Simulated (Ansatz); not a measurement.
# VN4H7: how energies converge with the basis set

How large a basis does VN4H7 need? Two functionals are run in growing sets.

Program: Ansatz 0.2.0, Gaussian basis. Level of theory: one geometry, several basis sets. These are calculated values, not measurements.

Levels to be run: PBE0-D4/def2-SVP; ωB97M-V/def2-SVP; PBE0-D4/def2-QZVPP; ωB97M-V/def2-QZVPP; the functionals' def2-TZVPP values are taken from earlier runs.

## (1) The geometry

An earlier PBE0-D4 in a triple-zeta def2 set relaxation fixed the geometry.

SMILES `[NH]=[V]([NH2])([NH2])[NH2]`, 12 atoms, charge 0, spin multiplicity 1.

Atoms are counted from 1 here; the program's logs count them from 0.

Bond lengths: N1–V2 1.624 Å, N1–H6 1.012 Å, V2–N3 1.835 Å, V2–N4 1.861 Å, V2–N5 1.835 Å, N3–H7 1.007 Å, N3–H8 1.011 Å, N4–H9 1.011 Å, N4–H10 1.011 Å, N5–H11 1.007 Å, N5–H12 1.011 Å. Angles: V2–N1–H6 155.7°, N1–V2–N3 106.3°, N1–V2–N4 116.5°, N1–V2–N5 106.3°, N3–V2–N4 105.5°, N3–V2–N5 117.2°, N4–V2–N5 105.5°, V2–N3–H7 125.9°, V2–N3–H8 121.7°, H7–N3–H8 111.3°, V2–N4–H9 121.0°, V2–N4–H10 121.1°, H9–N4–H10 110.1°, V2–N5–H11 125.8°, V2–N5–H12 121.7°, H11–N5–H12 111.3°.

## (2) PBE0-D4 in def2-SVP

File in.yaml:

```yaml
crystal:
  periodic: [false, false, false]
  atoms:
    - {symbol: N, position_ang: [-1.584334, 0.152011, 0.837503]}
    - {symbol: V, position_ang: [-0.153133, -0.020035, 0.090262]}
    - {symbol: N, position_ang: [1.000464, -0.710738, 1.338887]}
    - {symbol: N, position_ang: [0.656010, 1.538244, -0.525593]}
    - {symbol: N, position_ang: [-0.470959, -1.031461, -1.407320]}
    - {symbol: H, position_ang: [-2.378176, 0.662410, 1.203919]}
    - {symbol: H, position_ang: [0.750545, -1.027734, 2.261854]}
    - {symbol: H, position_ang: [1.939851, -0.994246, 1.094587]}
    - {symbol: H, position_ang: [0.303437, 2.021101, -1.340592]}
    - {symbol: H, position_ang: [1.071919, 2.199314, 0.116066]}
    - {symbol: H, position_ang: [-1.341765, -1.480390, -1.641893]}
    - {symbol: H, position_ang: [0.283039, -1.363676, -1.993579]}
basis:
  gaussian: {orbitals: def2-SVP}
hamiltonian: {xc: pbe0, dispersion: d4}
output: {orbitals: {seedname: orbitals}}
```

Command:

```console
$ ansatz run in.yaml --threads 2 --pin off --events-out ev --progress --plain --max-ram 32768MiB --backend cpu
```

After this run come: ωB97M-V in def2-SVP; PBE0-D4 in def2-QZVPP; ωB97M-V in def2-QZVPP.

Q: Predict the results of all the runs planned. Wanted: PBE0-D4: double and triple zeta above quadruple; ωB97M-V: double and triple zeta above quadruple.

**Answer**, as computed:

```
                                       quantity           value
PBE0-D4: double and triple zeta above quadruple  11.83, 0.87 eV
ωB97M-V: double and triple zeta above quadruple  12.03, 0.82 eV
```

For PBE0-D4 the step from double to triple zeta gains 10.96 eV and the next only 0.87 eV. Total energies overstate the basis error of differences, where much of it tends to cancel. The LUMO of ωB97M-V is positive and keeps falling with the basis (1.13 to 0.62 eV): an unbound level that the basis holds in place.
